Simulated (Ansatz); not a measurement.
# FePbO3, space group Pm-3m: a scan of the Hubbard U

With Ansatz 0.2.0 through its Python package.

Run as a notebook:

In [1]:
```python
import ansatz
import numpy as np
from pymatgen.core import Lattice, Structure
from pymatgen.io.ase import AseAtomsAdaptor


def count_gap(report):
    # lowest empty less highest filled band, counting bands; zero where they overlap
    return max(report.get("gap_by_band_count_ev") or 0.0, 0.0)
```

In [2]:
```python
pmg_structure = Structure(
    Lattice([(3.947544, 0.0, 0.0), (0.0, 3.947544, 0.0), (0.0, 0.0, 3.947544)]),
    ["Fe", "Pb", "O", "O", "O"],
    [
        (0.5, 0.5, 0.5),
        (0.0, 0.0, 0.0),
        (0.5, 0.5, 0.0),
        (0.5, 0.0, 0.5),
        (0.0, 0.5, 0.5),
    ],
)
xtal = ansatz.Crystal.from_ase(AseAtomsAdaptor.get_atoms(pmg_structure)).moments(Fe=3.5)
```

In [3]:
```python
xtal.resolved().sites[-1]
```
Out [3]:
```text
Site(symbol='O', position=(0.0, 0.5, 0.5), moment=None, axis=None, held=None, saved=None)
```

In [4]:
```python
model = xtal.calculation()
model = model.functional("pbesol")
model = model.kpoints(4, 4, 4, shift=0.5).occupations("cold", width=0.3)
model = model.spin("collinear")
model = model.scf(lower_state_search="standard")
model = model.band_table()
rows = []
for u in [2.0, 4.0, 6.0, 8.0]:
    data = model.hubbard("Fe", "d", u_eff=u, double_counting="amf").run(threads=1, backend="cpu").report
    shell = data["hubbard"]["n_scf"]
    rows.append((u, count_gap(data), sum(shell) / len(shell), max(abs(m) for m in data["site_moments_mub"]), data["n_iterations"]))
print("      U_eff eV  gap by band count eV  Fe d occupation (projector)  largest moment muB      iterations")
for row in rows:
    print(f"{str(row[0]):>14s}  {row[1]:20.3f}  {row[2]:27.4f}  {row[3]:18.3f}  {row[4]:14d}")
```
```text
DeckWarning: basis.ecutwfc = 420 eV, auto-derived from the records' recommended cutoffs: set by Fe (normal level)
RunWarning: the net moment that the starting moments add up to was not kept: the SCF closed with a net magnetisation of 3.0e-2 μB in size, at most 0.1 of the 3.5 μB that the starting moments add up to as vectors. Its absolute magnetisation is 1.9e0 μB, where [...]
      U_eff eV  gap by band count eV  Fe d occupation (projector)  largest moment muB      iterations
           2.0                 0.000                       6.0430               2.882              22
           4.0                 0.000                       6.1746               0.724              17
           6.0                 0.000                       6.0762               0.686              23
           8.0                 0.000                       5.9920               0.696              16
```

From U = 2 to 8 eV the largest site moment goes from 2.88 to 0.70 μB.

Caveats:
- The SCF didn't keep the moments it started from (some shrank, vanished or turned); what is printed is the state reached.
- U, its shell and the double counting are chosen to explore, and aren't derived for this compound.
- The mesh is modest for a metal, so energies can be off by several to tens of meV an atom and pressures by half a GPa or more; differences at equal mesh fare better.
- A gap by band count of zero or less means overlapping bands, a metal.
- With one magnetic atom the cell can hold only ferromagnetic order.
- The structure comes from a database of computed cells and needn't be a stable or known phase.
- Levels are Kohn-Sham eigenvalues on this mesh, without spin-orbit coupling.
- Warnings are shown shortened and without file and line.
- Shell occupations and the effect of U depend on the projectors; a run with no .spin step is spin-unpolarised, and each U may end in a state that isn't the lowest.
- Finished in 10 min on 1 thread of Arm Neoverse V1 (shared host), peak memory 0.77 GiB.
